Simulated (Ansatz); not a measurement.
SrMg3:

```
Sr Mg
1.0
     3.56868    0.00000    0.00000
    -1.78434    3.09057    0.00000
     0.00000    0.00000   10.94239
Sr Mg
1 3
Direct
  0.66667 0.33333 0.50000
  0.00000 0.00000 0.77182
  0.00000 0.00000 0.22818
  0.66667 0.33333 0.00000
```

The cell comes from a database or a generator and needn't be the stable form of this composition.

```yaml
Program: Ansatz 0.2.0
Task: relaxation of cell and atoms
Functional: PBE
Potentials_or_basis: Ansatz PAW
Cutoff: "420 eV (not typed: the program's choice for these potentials)"
k_mesh: 9 × 9 × 3
Occupations: fermi-dirac, width 0.05 eV
Spin: no spin polarisation
```

At the start: volume 30.17 Å³/atom.

Question: Where does the relaxation end?

Answer: It ends after 8 steps and the volume is 30.98 Å³/atom (+2.7 %); space group P-6m2 (No. 187, to 0.05 Å).

Step by step:
```
step  energy change (eV)  largest force (eV/Å)  volume (Å³)
   1              0.0000                0.0666       120.69
   2             -0.0050                0.0262       120.90
   3             -0.0190                0.0858       124.39
   4             -0.0212                0.0330       124.08
   5             -0.0219                0.0018       123.99
   6             -0.0223                0.0047       123.93
   7             -0.0224                0.0001       123.91
   8             -0.0224                0.0001       123.91
```

Final structure:
```
CELL_PARAMETERS angstrom
3.68819 0.00000 0.00000
-1.84410 3.19407 0.00000
0.00000 0.00000 10.51875
ATOMIC_POSITIONS crystal
Sr 0.66667 0.33333 0.50000
Mg 0.00000 0.00000 0.77714
Mg 0.00000 0.00000 0.22286
Mg 0.66667 0.33333 0.00000
```

Caveat: the plane-wave basis is chosen anew once the cell has moved, so the energies of steps on either side of that aren't comparable.
